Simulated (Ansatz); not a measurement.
## C2H4BClO, SMILES C=C(O)BCl: a geometry optimisation

Run with the Python package of Ansatz (0.2.0).

`run_opt.py`
```python
'''Relax the C2H4BClO molecule.'''

import ansatz as az
import numpy as np

geometry_ang = [
    ('C', (1.0243, 0.0659, 0.8387)),
    ('C', (-0.102, -0.1686, 0.0857)),
    ('O', (-0.9794, -1.2148, 0.4196)),
    ('B', (-0.3538, 0.6951, -1.1909)),
    ('Cl', (-1.9126, 0.2919, -2.2267)),
    ('H', (1.6442, 0.94, 0.5685)),
    ('H', (1.2288, -0.4756, 1.7107)),
    ('H', (-0.7381, -1.7784, 1.2413)),
    ('H', (0.2772, 1.5983, -1.4639)),
]
mol = az.Crystal.molecule()
for symbol, xyz in geometry_ang:
    mol = mol.atom(symbol, xyz)

base = (
    mol.calculation()
    .basis(gaussian='def2-SVP')
    .functional('b3lyp')
)
symbols = [site.symbol for site in mol.cartesian_sites]
start = np.array([site.position_ang for site in mol.cartesian_sites], dtype=float)
def progress(event):
    if event['event'] == 'relax_step':
        row = event['data']
        print(f'step {row["step"]:3d}  E = {row["lagrangian_ev"]:.6f} eV  max force {row["allowed_force_max_ev_ang"]:.4f} eV/A')


r = base.relax(force_tolerance=0.01).session().plan().execute(on_event=progress).report
end = np.array(r['positions_ang'])

print(f'E = {r["free_energy_ev"]:.6f} eV = {r["free_energy_ev"] / 27.211386246:.7f} Ha')
print('converged:', r['converged'], ' doubts:', r['published_state_doubts'] or 'none')

print('bond        before    after (A)')
for i, j in [(0, 1), (0, 5), (0, 6), (1, 2), (1, 3), (2, 7), (3, 4), (3, 8)]:
    d0, d1 = (np.linalg.norm(xyz[i] - xyz[j]) for xyz in (start, end))
    print(f'{symbols[i]}{i}-{symbols[j]}{j}'.ljust(10), f'{d0:8.4f} {d1:8.4f}')
with open('c2h4bclo_opt.xyz', 'w') as handle:
    handle.write(f'{len(symbols)}\nrelaxed C2H4BClO\n')
    handle.writelines(f'{s:2s} {x:11.6f} {y:11.6f} {z:11.6f}\n' for s, (x, y, z) in zip(symbols, end))
```

```console
$ python run_opt.py
step   1  E = -17377.860375 eV  max force 3.3872 eV/A
step   2  E = -17378.293655 eV  max force 1.2068 eV/A
step   3  E = -17378.408458 eV  max force 0.6743 eV/A
step   4  E = -17378.430555 eV  max force 0.2986 eV/A
step   5  E = -17378.435357 eV  max force 0.0190 eV/A
step   6  E = -17378.435268 eV  max force 0.1022 eV/A
step   7  E = -17378.435485 eV  max force 0.0067 eV/A
E = -17378.435708 eV = -638.6457327 Ha
converged: True  doubts: none
bond        before    after (A)
C0-C1        1.3750   1.3536
C0-H5        1.1051   1.0905
C0-H6        1.0466   1.0970
C1-O2        1.4057   1.3590
C1-B3        1.5618   1.5546
O2-H7        1.0252   0.9681
B3-Cl4       1.9145   1.7524
B3-H8        1.1351   1.2012
```

It writes `c2h4bclo_opt.xyz`:
```text
9
relaxed C2H4BClO
C     0.972883    0.089470    0.835870
C    -0.119642   -0.210702    0.095267
O    -0.976329   -1.225345    0.384067
B    -0.431496    0.648246   -1.162348
Cl   -1.836689    0.338367   -2.162541
H     1.620244    0.917666    0.545872
H     1.247796   -0.471689    1.737512
H    -0.682466   -1.685311    1.183667
H     0.294299    1.553097   -1.474367
```

Reading the output:
- Total energies depend on the basis set; only differences at equal settings carry meaning.
- The end point is the stationary point reached from this start; no frequency run checks that it is a minimum, and the basis set is modest.
- b3lyp holds the VWN-RPA fit, as in Gaussian; the form of ORCA and Turbomole is b3lyp5.
- The whole script took 32 s on 1 thread of Intel(R) Xeon(R) Platinum 8375C CPU @ 2.90GHz (Ice Lake), with other jobs on the host, peak memory 0.27 GiB.

(Lines on the test bed's own set-up are left out of the output.)
